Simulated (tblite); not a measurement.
# C5H10O2SSi: the cost of one run

Programs: tblite 0.8.0 and PySCF 2.14.0, with density-fitted response routines of our own. Each step states its level of theory. These are calculated values for one molecule in the gas phase, unless marked as measured. Atoms count from 0, in the outputs and in this text.

**1. The molecule as given**

19 atoms, charge 0, multiplicity 1; geometry from: force field or distance geometry start.

Bonds of the start (Å): C0–C1 1.32, C1–O2 1.37, O2–C3 1.43, C1–Si4 1.85, Si4–O5 1.73, O5–C6 1.40, C6–C7 1.50, C6–S8 1.65, C0–H9 1.09, C0–H10 1.09, C3–H11 1.09, C3–H12 1.14, C3–H13 1.10, Si4–H14 1.47, Si4–H15 1.46, C7–H16 1.09, C7–H17 1.11, C7–H18 1.11.

**2. Geometry optimisation with GFN2-xTB**

Job settings and geometry (Å):

```
{"job": {"kind": "relax", "xc": "GFN2-xTB", "basis": "xTB"}, "charge": 0, "multiplicity": 1}
C     -2.334500    -1.400800     0.037200
C     -1.509000    -0.569600    -0.580500
O     -1.906200     0.582400    -1.210200
C     -2.849000     1.402500    -0.521300
Si     0.278400    -1.042700    -0.522600
O      1.129500     0.292300     0.178200
C      2.413000     0.545200    -0.333600
C      3.645000     0.394300     0.501600
S      2.532800     1.017000    -1.908000
H     -3.414000    -1.241000     0.091000
H     -1.976400    -2.303200     0.530300
H     -3.129400     2.296000    -1.088800
H     -2.340900     1.782800     0.424500
H     -3.696600     0.759600    -0.224400
H      0.486900    -2.182500     0.374800
H      0.803800    -1.289000    -1.866000
H      3.479800     0.575700     1.566500
H      4.411100     1.055200     0.037600
H      3.965800    -0.665100     0.367800
```

Command:

```bash
> OMP_NUM_THREADS=1 python probes_run.py task.json out
```

One launch serves the whole session: the jobs run in the order shown.

Q: Estimate the wall time of this first job on 1 thread of Arm Neoverse N1, shared host.

About 4.3 s.
